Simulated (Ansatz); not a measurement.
# Ba3CaF8: the cost of one run

The runs shown are made with Ansatz 0.2.0. PAW datasets, plane waves. Note: simulated data, non-magnetic, for a generated structure that need not be the stable one.

**1. The structure to begin with**

The cell was relaxed beforehand with r2SCAN.

The symmetry is Cmmm (No. 65, orthorhombic); conventional cell a = 8.456 Å, b = 12.076 Å, c = 4.269 Å, 18.16 Å³ an atom. Near Ba stand 8 F at 2.61–2.69 Å; near F stand 2 Ca at 2.53 Å and 2 Ba at 2.69 Å and 5 F at 2.72–2.89 Å; near F stand 4 Ba at 2.60–2.61 Å; near Ba stand 8 F at 2.60–2.69 Å; near F stand 1 Ca at 2.41 Å and 3 Ba at 2.67–2.69 Å.

Structure file:

```xyz
12
Lattice="4.2282 -6.0378 0.0000 4.2282 6.0378 0.0000 0.0000 0.0000 4.2688" Properties=species:S:1:pos:R:3 pbc="T T T"
Ba    0.0000    0.0000    0.0000
F     4.2282    1.3605    2.1344
F     4.2282    4.5300    2.1344
Ba    2.1141   -3.0189    2.1344
F     6.1758   -1.4261    0.0000
F     6.1758    1.4261    0.0000
Ba    2.1141    3.0189    2.1344
F     2.2806   -1.4261    0.0000
F     2.2806    1.4261    0.0000
Ca    4.2282    0.0000    0.0000
F     4.2282   -4.5300    2.1344
F     4.2282   -1.3605    2.1344
```

**2. Band structure with PBE**

The input, input.yaml:

```yaml
crystal:
  lattice:
    - [4.2281835061, -6.0378116682, 0.0]
    - [4.2281835061, 6.0378116682, 0.0]
    - [0.0, 0.0, 4.2687740207]
  atoms:
    - { symbol: Ba, position: [0.0, 0.0, 0.0] }
    - { symbol: F, position: [0.3873347249, 0.6126652751, 0.5] }
    - { symbol: F, position: [0.1248599582, 0.8751400418, 0.5] }
    - { symbol: Ba, position: [0.5, 0.0, 0.5] }
    - { symbol: F, position: [0.8484087493, 0.612211067, 0.0] }
    - { symbol: F, position: [0.612211067, 0.8484087493, 0.0] }
    - { symbol: Ba, position: [0.0, 0.5, 0.5] }
    - { symbol: F, position: [0.387788933, 0.1515912507, 0.0] }
    - { symbol: F, position: [0.1515912507, 0.387788933, 0.0] }
    - { symbol: Ca, position: [0.5, 0.5, 0.0] }
    - { symbol: F, position: [0.8751400418, 0.1248599582, 0.5] }
    - { symbol: F, position: [0.6126652751, 0.3873347249, 0.5] }
kpoints:
  mp_grid: { grid: [4, 4, 6] }
  band_path:
    path:
      - [[0.0, 0.0, 0.0], [-0.5, 0.5, 0.0], [-0.3725994549503, 0.6274005450497, 0.0]]
      - [[0.3725994549503, 0.3725994549503, 0.0], [0.0, 0.0, 0.0], [0.0, 0.0, 0.5], [0.3725994549503, 0.3725994549503, 0.5]]
      - [[-0.3725994549503, 0.6274005450497, 0.5], [-0.5, 0.5, 0.5], [-0.5, 0.5, 0.0]]
      - [[0.0, 0.0, 0.0], [-4.511529907148e-17, 0.5, 0.0], [-4.511529907148e-17, 0.5, 0.5], [0.0, 0.0, 0.5], [-0.5, 0.5, 0.5]]
    npoints: 10
hamiltonian:
  xc: pbe
scf:
  occupations: { method: fermi_dirac, width: 0.02 }
  n_extra_bands: 7
output:
  forces: true
  stress: true
  eigenvalues: true
```

**Question.** How long does this run take on 1 × NVIDIA H100 80GB HBM3 with 2 threads of AMD EPYC 7R13 (Zen 3), shared host, and how much memory does it need?

About 26 s, with a peak of 1.1 GiB on the host.
